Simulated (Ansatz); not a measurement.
**ClFH2O2Si: rotation by 180° about the Si2–O3 bond**

Wanted: the energy profile along the rotation by 180° about the Si2–O3 bond, from relaxed end points and a band of images. SMILES of the start: O[Si](O)(F)Cl.

Method: RKS PBE/6-31G*, in Ansatz 0.2.0.

### 1 The structure to begin with

Bond lengths: O1–Si2 1.634 Å, Si2–O3 1.628 Å, Si2–F4 1.652 Å, Si2–Cl5 2.039 Å, O1–H6 1.036 Å, O3–H7 0.990 Å. Angles: O1–Si2–O3 110.4°, O1–Si2–F4 110.6°, O1–Si2–Cl5 109.7°, O3–Si2–F4 108.6°, O3–Si2–Cl5 106.0°, F4–Si2–Cl5 111.5°, Si2–O1–H6 110.8°, Si2–O3–H7 115.3°.

Coordinates:

```xyz
7

O    -0.8014   -0.2641    1.3495
Si    0.0303    0.0807   -0.0137
O     0.8666   -1.2230   -0.5135
F     1.0931    1.3176    0.2518
Cl   -1.2714    0.5235   -1.5199
H    -1.3420    0.5606    1.6687
H     1.4860   -1.0633   -1.2685
```

### 2 Relaxing end A

The input, input.yaml:

```yaml
crystal:
  periodic: [false, false, false]
  atoms:
    - { symbol: O, position_ang: [-0.8014, -0.2641, 1.3495] }
    - { symbol: Si, position_ang: [0.0303, 0.0807, -0.0137] }
    - { symbol: O, position_ang: [0.8666, -1.223, -0.5135] }
    - { symbol: F, position_ang: [1.0931, 1.3176, 0.2518] }
    - { symbol: Cl, position_ang: [-1.2714, 0.5235, -1.5199] }
    - { symbol: H, position_ang: [-1.342, 0.5606, 1.6687] }
    - { symbol: H, position_ang: [1.486, -1.0633, -1.2685] }
basis:
  gaussian: { orbitals: "6-31G*" }
hamiltonian:
  xc: pbe
relax:
  f_tol: 0.015
  max_steps: 40
output:
  orbitals: {}
```

Started as:

```
$ ansatz run input.yaml --threads 1 --pin off --max-ram 2048MiB --backend cpu --events-out ev --progress --plain --runs-dir out
```

Log, shortened:

```text
Warning: RAYON_NUM_THREADS=1 ignored (pool sized by the plan → 1); use --threads N
[...]
Functional definition: PBE
[...]
919 factors; their error is unknown
[...]
mean field -27231.82160944 eV, -1000.7509857553 hartree, gradient 4.6e-5 eV, S^2 0.000000; 0 other end points of the search recorded, 0 dependent functions left out
[...]
reference -27231.82164257 eV, -1000.7509869727 hartree; 29, 29 occupied and 58, 58 virtual orbitals, 919 factors
relax step   1: F+E_penalty+E_count = -27231.82160944 eV  Δ(F+E_penalty+E_count) = +0.000e0 eV  max|allowed force component| = 1.896e0 eV/Å  Δτ_max = 0.0000 Å  (26 SCF iters, accepted)
[...]
relax step   5: F+E_penalty+E_count = -27232.01691335 eV  Δ(F+E_penalty+E_count) = +1.968e-4 eV  max|allowed force component| = 6.062e-1 eV/Å  Δτ_max = 0.1200 Å  (28 SCF iters, rejected (line search))
[...]
relax step   9: F+E_penalty+E_count = -27231.98798106 eV  Δ(F+E_penalty+E_count) = +3.884e-2 eV  max|allowed force component| = 1.617e0 eV/Å  Δτ_max = 0.1951 Å  (32 SCF iters, rejected (line search))
[...]
relax step  13: F+E_penalty+E_count = -27231.95478079 eV  Δ(F+E_penalty+E_count) = +7.436e-2 eV  max|allowed force component| = 1.496e0 eV/Å  Δτ_max = 0.1944 Å  (31 SCF iters, rejected (line search))
[...]
relax step  17: F+E_penalty+E_count = -27232.03103732 eV  Δ(F+E_penalty+E_count) = +2.681e-4 eV  max|allowed force component| = 7.800e-2 eV/Å  Δτ_max = 0.0455 Å  (26 SCF iters, rejected (line search))
[...]
relax step  18: F+E_penalty+E_count = -27232.03167511 eV  Δ(F+E_penalty+E_count) = -3.697e-4 eV  max|allowed force component| = 4.785e-3 eV/Å  Δτ_max = 0.0141 Å  (27 SCF iters, accepted)
919 factors; their error is unknown
mean field -27232.03167511 eV, -1000.7587055263 hartree, gradient 1.8e-5 eV, S^2 0.000000; 1 other end points of the search recorded, 0 dependent functions left out
[...]
reference -27232.03170809 eV, -1000.7587067382 hartree; 29, 29 occupied and 58, 58 virtual orbitals, 919 factors
Total energy: -27232.03170809 eV, -1000.7587067382 hartree
Atom 0 at    -0.674221    -0.174026     1.401557 Å, force    -0.002115     0.002529    -0.000821 eV/Å
Atom 1 at     0.073838     0.131881    -0.028926 Å, force     0.004785     0.003950     0.004623 eV/Å
Atom 2 at     0.778567    -1.278991    -0.494154 Å, force    -0.001110    -0.002385    -0.000435 eV/Å
Atom 3 at     1.191870     1.288131     0.099119 Å, force    -0.004592    -0.001648     0.000519 eV/Å
Atom 4 at    -1.298250     0.835276    -1.410504 Å, force    -0.000203    -0.000824     0.001279 eV/Å
Atom 5 at    -1.503581     0.320347     1.539952 Å, force     0.001463    -0.000427    -0.001898 eV/Å
Atom 6 at     1.492978    -1.190618    -1.152645 Å, force     0.001771    -0.001194    -0.003268 eV/Å
Dipole moment:     0.010507     0.041130    -0.062216 e Å
```

Run time: 61 s. Hardware: 1 thread of an Arm CPU, shared host; peak memory 0.14 GiB.

Relaxation path:

```tsv
step	energy from step 1 (eV)	largest force component (eV/Å)
1	0.0000	1.8960
2	-0.1592	1.0631
3	-0.1864	0.5760
4	-0.1955	0.5744
5x	-0.1953	0.6062
6	-0.2039	0.0952
7	-0.2050	0.0963
8	-0.2052	0.1068
9x	-0.1664	1.6169
10	-0.2071	0.1962
11	-0.2074	0.2248
12	-0.2075	0.2109
13x	-0.1332	1.4957
14	-0.2086	0.1405
15	-0.2093	0.0768
16	-0.2097	0.0398
17x	-0.2094	0.0780
18	-0.2101	0.0048
```

Step 1 is the start. 4 steps were tried and not accepted (marked x).

After: Bond lengths: O1–Si2 1.643 Å, Si2–O3 1.644 Å, Si2–F4 1.613 Å, Si2–Cl5 2.070 Å, O1–H6 0.975 Å, O3–H7 0.976 Å. Angles: O1–Si2–O3 106.4°, O1–Si2–F4 112.3°, O1–Si2–Cl5 110.0°, O3–Si2–F4 109.9°, O3–Si2–Cl5 112.8°, F4–Si2–Cl5 105.6°, Si2–O1–H6 114.6°, Si2–O3–H7 115.3°.

### 3 Relaxing end B

The second end starts from a geometry with the move made by hand.

Changes to input.yaml since step 2:

```diff
@@ -9,3 +9,3 @@
     - { symbol: H, position_ang: [-1.342, 0.5606, 1.6687] }
-    - { symbol: H, position_ang: [1.486, -1.0633, -1.2685] }
+    - { symbol: H, position_ang: [0.6811, -2.0591, -0.01781] }
 basis:
@@ -17,3 +17 @@
   max_steps: 40
-output:
-  orbitals: {}
```

Started as:

```
$ ansatz run input.yaml --threads 1 --pin off --max-ram 2048MiB --backend cpu --events-out ev --progress --plain --runs-dir out
```

Log, shortened:

```text
Warning: RAYON_NUM_THREADS=1 ignored (pool sized by the plan → 1); use --threads N
[...]
Functional definition: PBE
[...]
919 factors; their error is unknown
[...]
mean field -27231.84708536 eV, -1000.7519219780 hartree, gradient 3.0e-5 eV, S^2 0.000000; 0 other end points of the search recorded, 0 dependent functions left out
[...]
reference -27231.84711854 eV, -1000.7519231974 hartree; 29, 29 occupied and 58, 58 virtual orbitals, 919 factors
relax step   1: F+E_penalty+E_count = -27231.84708536 eV  Δ(F+E_penalty+E_count) = +0.000e0 eV  max|allowed force component| = 1.885e0 eV/Å  Δτ_max = 0.0000 Å  (26 SCF iters, accepted)
[...]
relax step   5: F+E_penalty+E_count = -27232.03157811 eV  Δ(F+E_penalty+E_count) = -4.068e-3 eV  max|allowed force component| = 7.896e-2 eV/Å  Δτ_max = 0.0312 Å  (27 SCF iters, accepted)
[...]
mean field -27232.03983207 eV, -1000.7590052891 hartree, gradient 2.4e-5 eV, S^2 0.000000; 1 other end points of the search recorded, 0 dependent functions left out
[...]
reference -27232.03986518 eV, -1000.7590065059 hartree; 29, 29 occupied and 58, 58 virtual orbitals, 919 factors
Total energy: -27232.03986518 eV, -1000.7590065059 hartree
Atom 0 at    -0.697328    -0.163392     1.438457 Å, force    -0.008650     0.003371    -0.005911 eV/Å
Atom 1 at     0.086582     0.098696     0.008601 Å, force     0.008265    -0.004608     0.014269 eV/Å
Atom 2 at     0.969344    -1.235476    -0.369812 Å, force     0.001215     0.000071    -0.009260 eV/Å
Atom 3 at     1.119662     1.324539     0.082833 Å, force    -0.000910     0.000301    -0.004860 eV/Å
Atom 4 at    -1.293692     0.596901    -1.448510 Å, force     0.001196    -0.002165     0.003310 eV/Å
Atom 5 at    -1.488030     0.390690     1.582873 Å, force    -0.001235     0.001292     0.002259 eV/Å
Atom 6 at     0.559763    -2.075758    -0.089352 Å, force     0.000119     0.001738     0.000194 eV/Å
Dipole moment:    -0.371809    -0.245467     0.278629 e Å
```

Run time: 58 s. Hardware: 1 thread of an Arm CPU, shared host; peak memory 0.27 GiB.

The steps of the relaxation:

```tsv
step	energy from step 1 (eV)	largest force component (eV/Å)
1	0.0000	1.8854
2	-0.1492	0.9952
3	-0.1739	0.4394
4	-0.1804	0.2391
5	-0.1845	0.0790
6	-0.1854	0.1619
7	-0.1867	0.0328
8	-0.1872	0.0882
9	-0.1879	0.1058
10	-0.1884	0.2465
11	-0.1921	0.0905
12	-0.1927	0.0518
13	-0.1927	0.0445
14	-0.1927	0.0331
15x	-0.1926	0.0887
16x	-0.1927	0.0127
17	-0.1927	0.0143
```

Step 1 is the start. 2 steps were tried and not accepted (marked x).

After: Bond lengths: O1–Si2 1.652 Å, Si2–O3 1.644 Å, Si2–F4 1.605 Å, Si2–Cl5 2.068 Å, O1–H6 0.976 Å, O3–H7 0.976 Å. Angles: O1–Si2–O3 109.0°, O1–Si2–F4 112.8°, O1–Si2–Cl5 109.4°, O3–Si2–F4 106.6°, O3–Si2–Cl5 113.1°, F4–Si2–Cl5 106.2°, Si2–O1–H6 115.0°, Si2–O3–H7 114.0°.

### 4 Nudged elastic band

crystal.atoms is end A as relaxed above, and neb.final_atoms is end B, turned to lie on A. With 7 inner images the band has 9 in all.

The input, input.yaml:

```yaml
crystal:
  periodic: [false, false, false]
  atoms:
    - { symbol: O, position_ang: [-0.674221, -0.174026, 1.401557] }
    - { symbol: Si, position_ang: [0.073838, 0.131881, -0.028926] }
    - { symbol: O, position_ang: [0.778567, -1.278991, -0.494154] }
    - { symbol: F, position_ang: [1.19187, 1.288131, 0.099119] }
    - { symbol: Cl, position_ang: [-1.29825, 0.835276, -1.410504] }
    - { symbol: H, position_ang: [-1.503581, 0.320347, 1.539952] }
    - { symbol: H, position_ang: [1.492978, -1.190618, -1.152645] }
basis:
  gaussian: { orbitals: "6-31G*" }
hamiltonian:
  xc: pbe
neb:
  order_check: false
  images: 7
  f_tol: 0.03
  max_iterations: 60
  initial_path: idpp
  final_atoms:
    - { symbol: O, position_ang: [-0.5453227, -0.32727318, 1.2365458] }
    - { symbol: Si, position_ang: [0.17146943, 0.28632954, -0.11895924] }
    - { symbol: O, position_ang: [1.17205491, -0.85150704, -0.75663994] }
    - { symbol: F, position_ang: [1.07950922, 1.57352049, 0.18773104] }
    - { symbol: Cl, position_ang: [-1.28864591, 0.91422378, -1.44196681] }
    - { symbol: H, position_ang: [-1.38305467, 0.1043676, 1.49142595] }
    - { symbol: H, position_ang: [0.85519072, -1.76766119, -0.64373779] }
```

Started as:

```
$ ansatz run input.yaml --threads 1 --pin off --max-ram 2048MiB --backend cpu --events-out ev --progress --plain --runs-dir out
```

Log, shortened:

```text
Warning: RAYON_NUM_THREADS=1 ignored (pool sized by the plan → 1); use --threads N
[...]
Functional definition: PBE
[...]
919 factors; their error is unknown
[...]
mean field -27232.03167591 eV, -1000.7587055556 hartree, gradient 6.1e-5 eV, S^2 0.000000; 0 other end points of the search recorded, 0 dependent functions left out
[...]
reference -27232.03170914 eV, -1000.7587067768 hartree; 29, 29 occupied and 58, 58 virtual orbitals, 919 factors
919 factors; their error is unknown
[...]
mean field -27232.03982067 eV, -1000.7590048700 hartree, gradient 3.6e-5 eV, S^2 0.000000; 0 other end points of the search recorded, 0 dependent functions left out
[...]
reference -27232.03985389 eV, -1000.7590060909 hartree; 29, 29 occupied and 58, 58 virtual orbitals, 919 factors
NEB end point (image 0): max|allowed force component| = 4.844e-3 eV/Å (the criterion of neb.relax_end_points is 1.000e-2)
[...]
NEB iter  12: max|band force component| = 2.828e-2 eV/Å  barrier→ = 0.0099 eV  barrier← = 0.0180 eV  CI = image 4  Δτ_max = 0.0000 Å  (369 SCF iters)
Total energy: -27232.02185824 eV, -1000.7583447631 hartree
Atom 0 at    -0.729868    -0.470731     1.234681 Å, force     0.007802     0.003604     0.002818 eV/Å
Atom 1 at     0.125657     0.199036    -0.003857 Å, force     0.001752     0.005923     0.006402 eV/Å
Atom 2 at     1.252330    -0.876534    -0.525033 Å, force    -0.001904    -0.006676     0.006694 eV/Å
Atom 3 at     0.871990     1.535110     0.491803 Å, force    -0.002407    -0.005795    -0.004488 eV/Å
Atom 4 at    -1.128093     0.746753    -1.559218 Å, force    -0.001018     0.000807    -0.004164 eV/Å
Atom 5 at    -1.364147     0.124808     1.677685 Å, force    -0.003695    -0.003393    -0.002145 eV/Å
Atom 6 at     1.033332    -1.326443    -1.361663 Å, force    -0.000530     0.005529    -0.005117 eV/Å
Dipole moment:    -0.239883    -0.110255    -0.017598 e Å
this run last wrote the band of iteration 12 to <dir>
```

Wall time 4.1 min (1 thread of an Arm CPU, shared host); peak memory 0.27 GiB.

### 5 What the band shows

Images 0 and 8 are the ends. Energies count from image 0; the path length is the program's own measure over all atoms.

```tsv
image	path (Å)	energy (eV)	dihedral Cl5–Si2–O3–H7 (°)	band force (eV/Å)
0	0.000	0.0000	79	-
1	0.310	0.0053	57	0.028
2	0.621	0.0039	37	0.022
3	0.931	0.0031	9	0.015
4*	1.242	0.0099	-19	0.010
5	1.481	0.0079	-37	0.028
6	1.719	0.0012	-53	0.013
7	1.958	-0.0054	-70	0.005
8	2.197	-0.0081	-88	-
```

The star marks the climbing image.

image, energy (eV) and a bar:
```
        0      0.000 ##############
        1      0.005 ######################
        2      0.004 ####################
        3      0.003 ###################
        4      0.010 ##############################
        5      0.008 ###########################
        6      0.001 ################
        7     -0.005 #####
        8     -0.008
```

How the highest energy settled:

```tsv
iteration	highest image above image 0 (eV)	largest band force (eV/Å)
1	0.3907	0.858
2	0.3069	0.595
3	0.2396	0.701
4	0.1933	0.578
5	0.1567	0.421
6	0.0898	0.433
7	0.0339	0.287
8	0.0139	0.360
9	0.0117	0.144
10	0.0099	0.093
11	0.0098	0.045
12	0.0099	0.028
```

Positions of all images (Å):

```xyz
7
image=0 dE=0.0000
O    -0.674   -0.174    1.402
Si    0.074    0.132   -0.029
O     0.779   -1.279   -0.494
F     1.192    1.288    0.099
Cl   -1.298    0.835   -1.411
H    -1.504    0.320    1.540
H     1.493   -1.191   -1.153
7
image=1 dE=0.0053
O    -0.722   -0.256    1.366
Si    0.083    0.129   -0.013
O     0.871   -1.245   -0.452
F     1.114    1.349    0.212
Cl   -1.219    0.783   -1.485
H    -1.440    0.358    1.610
H     1.376   -1.185   -1.284
7
image=2 dE=0.0039
O    -0.781   -0.339    1.307
Si    0.079    0.131   -0.012
O     0.974   -1.178   -0.440
F     1.000    1.412    0.325
Cl   -1.145    0.741   -1.567
H    -1.344    0.350    1.707
H     1.280   -1.185   -1.366
7
image=3 dE=0.0031
O    -0.789   -0.407    1.259
Si    0.098    0.158   -0.005
O     1.121   -1.048   -0.452
F     0.905    1.483    0.432
Cl   -1.089    0.715   -1.609
H    -1.312    0.263    1.739
H     1.128   -1.232   -1.410
7
image=4 dE=0.0099
O    -0.730   -0.471    1.235
Si    0.126    0.199   -0.004
O     1.252   -0.877   -0.525
F     0.872    1.535    0.492
Cl   -1.128    0.747   -1.559
H    -1.364    0.125    1.678
H     1.033   -1.326   -1.362
7
image=5 dE=0.0079
O    -0.669   -0.524    1.215
Si    0.137    0.233   -0.008
O     1.303   -0.756   -0.606
F     0.866    1.564    0.521
Cl   -1.191    0.809   -1.489
H    -1.399   -0.014    1.616
H     1.014   -1.381   -1.295
7
image=6 dE=0.0012
O    -0.614   -0.565    1.192
Si    0.145    0.265   -0.014
O     1.320   -0.662   -0.690
F     0.877    1.582    0.540
Cl   -1.252    0.885   -1.412
H    -1.422   -0.144    1.543
H     1.008   -1.428   -1.206
7
image=7 dE=-0.0054
O    -0.572   -0.596    1.162
Si    0.149    0.293   -0.027
O     1.308   -0.602   -0.772
F     0.897    1.591    0.548
Cl   -1.301    0.973   -1.339
H    -1.432   -0.252    1.471
H     1.014   -1.476   -1.089
7
image=8 dE=-0.0081
O    -0.542   -0.408    1.214
Si    0.170    0.293   -0.100
O     1.174   -0.798   -0.810
F     1.075    1.562    0.287
Cl   -1.294    1.000   -1.378
H    -1.381    0.004    1.497
H     0.860   -1.720   -0.756
```

### 6 Frequencies at the highest image

The geometry is the highest inner image of the first converged band.

The input, input.yaml:

```yaml
crystal:
  periodic: [false, false, false]
  atoms:
    - { symbol: O, position_ang: [-0.729868, -0.470731, 1.234681] }
    - { symbol: Si, position_ang: [0.125657, 0.199036, -0.003857] }
    - { symbol: O, position_ang: [1.25233, -0.876534, -0.525033] }
    - { symbol: F, position_ang: [0.87199, 1.53511, 0.491803] }
    - { symbol: Cl, position_ang: [-1.128093, 0.746753, -1.559218] }
    - { symbol: H, position_ang: [-1.364147, 0.124808, 1.677685] }
    - { symbol: H, position_ang: [1.033332, -1.326443, -1.361663] }
basis:
  gaussian: { orbitals: "6-31G*" }
hamiltonian:
  xc: pbe
phonons: {}
```

Started as:

```
$ ansatz run input.yaml --threads 1 --pin off --max-ram 2048MiB --backend cpu --events-out ev --progress --plain --runs-dir out
```

Log, shortened:

```text
Warning: RAYON_NUM_THREADS=1 ignored (pool sized by the plan → 1); use --threads N
[...]
Functional definition: PBE
[...]
919 factors; their error is unknown
[...]
mean field -27232.02181333 eV, -1000.7583431125 hartree, gradient 3.6e-5 eV, S^2 0.000000; 0 other end points of the search recorded, 0 dependent functions left out
[...]
reference -27232.02184704 eV, -1000.7583443512 hartree; 29, 29 occupied and 58, 58 virtual orbitals, 919 factors
[...]
919 factors; their error is unknown
mean field -27232.02173521 eV, -1000.7583402418 hartree, gradient 1.8e-6 eV, S^2 0.000000; 0 other end points of the search recorded, 0 dependent functions left out
[...]
reference -27232.02176892 eV, -1000.7583414806 hartree; 29, 29 occupied and 58, 58 virtual orbitals, 919 factors
[...]
919 factors; their error is unknown
[...]
reference -27232.02169828 eV, -1000.7583388844 hartree; 29, 29 occupied and 58, 58 virtual orbitals, 919 factors
[...]
919 factors; their error is unknown
[...]
mean field -27232.02177726 eV, -1000.7583417870 hartree, gradient 1.2e-6 eV, S^2 0.000000; 0 other end points of the search recorded, 0 dependent functions left out
[...]
reference -27232.02181097 eV, -1000.7583430257 hartree; 29, 29 occupied and 58, 58 virtual orbitals, 919 factors
[...]
919 factors; their error is unknown
mean field -27232.02178947 eV, -1000.7583422358 hartree, gradient 1.0e-6 eV, S^2 0.000000; 0 other end points of the search recorded, 0 dependent functions left out
[...]
reference -27232.02182318 eV, -1000.7583434745 hartree; 29, 29 occupied and 58, 58 virtual orbitals, 919 factors
[...]
919 factors; their error is unknown
mean field -27232.02172139 eV, -1000.7583397337 hartree, gradient 1.9e-6 eV, S^2 0.000000; 0 other end points of the search recorded, 0 dependent functions left out
[...]
```

### 7 More of the same log: vibrations at the highest image of the band

Output, continued, shortened:

```text
reference -27232.02175509 eV, -1000.7583409723 hartree; 29, 29 occupied and 58, 58 virtual orbitals, 919 factors
[...]
919 factors; their error is unknown
mean field -27232.02174971 eV, -1000.7583407744 hartree, gradient 1.6e-6 eV, S^2 0.000000; 0 other end points of the search recorded, 0 dependent functions left out
[...]
reference -27232.02178341 eV, -1000.7583420131 hartree; 29, 29 occupied and 58, 58 virtual orbitals, 919 factors
[...]
919 factors; their error is unknown
mean field -27232.02178361 eV, -1000.7583420205 hartree, gradient 1.1e-6 eV, S^2 0.000000; 0 other end points of the search recorded, 0 dependent functions left out
[...]
reference -27232.02181732 eV, -1000.7583432591 hartree; 29, 29 occupied and 58, 58 virtual orbitals, 919 factors
[...]
919 factors; their error is unknown
[...]
WARN: phonons: modes at or below zero, which the zero-point energy, F, S and C_V leave out: 1, the lowest at -134.23 cm⁻¹. A minimum has none, and a first-order saddle one
Total energy: -27232.02184704 eV, -1000.7583443512 hartree
Atom 0 at    -0.729868    -0.470731     1.234681 Å, force     0.007884     0.003594     0.002824 eV/Å
Atom 1 at     0.125657     0.199036    -0.003857 Å, force     0.001819     0.005739     0.006638 eV/Å
Atom 2 at     1.252330    -0.876534    -0.525033 Å, force    -0.001928    -0.006555     0.006673 eV/Å
Atom 3 at     0.871990     1.535110     0.491803 Å, force    -0.002447    -0.005771    -0.004534 eV/Å
Atom 4 at    -1.128093     0.746753    -1.559218 Å, force    -0.000992     0.000852    -0.004284 eV/Å
Atom 5 at    -1.364147     0.124808     1.677685 Å, force    -0.003698    -0.003387    -0.002211 eV/Å
Atom 6 at     1.033332    -1.326443    -1.361663 Å, force    -0.000638     0.005528    -0.005106 eV/Å
Dipole moment:    -0.239884    -0.110256    -0.017598 e Å
Vibrations: -134.23 193.27 212.72 262.66 313.21 324.38 333.95 525.98 799.14 823.32 862.07 962.92 1005.63 3700.56 3724.03 cm⁻¹, zero-point energy 0.870606 eV
```

Wall time 74 s (1 thread of an Arm CPU, shared host); peak memory 0.27 GiB.

Of 15 modes, 1 is imaginary by more than 30 cm⁻¹ (134i cm⁻¹).

### 8 What came out

| quantity | value |
| --- | --- |
| end A | 13 moves, 0.210 eV lower |
| end B | 14 moves, 0.193 eV lower |
| barrier forwards | 0.010 eV |
| barrier backwards | 0.018 eV |
| second end relative to first | -0.008 eV |
| highest image | 4 of 0 to 8, climbing |
| band iterations | 12 |
| imaginary modes at the top | 134i cm⁻¹ |

What this shows: The barrier from the first end is 0.010 eV, 0.4 times kT at 300 K. The two ends lie within 9 meV of each other. One side of the top is under 10 meV high, within the band's own error, so that end is barely a minimum along this path. The listed dihedral goes from 79° at end A through -19° at the highest image to -88° at end B. One imaginary mode, as a first-order saddle point has. Zero-point energy and entropy are left out.
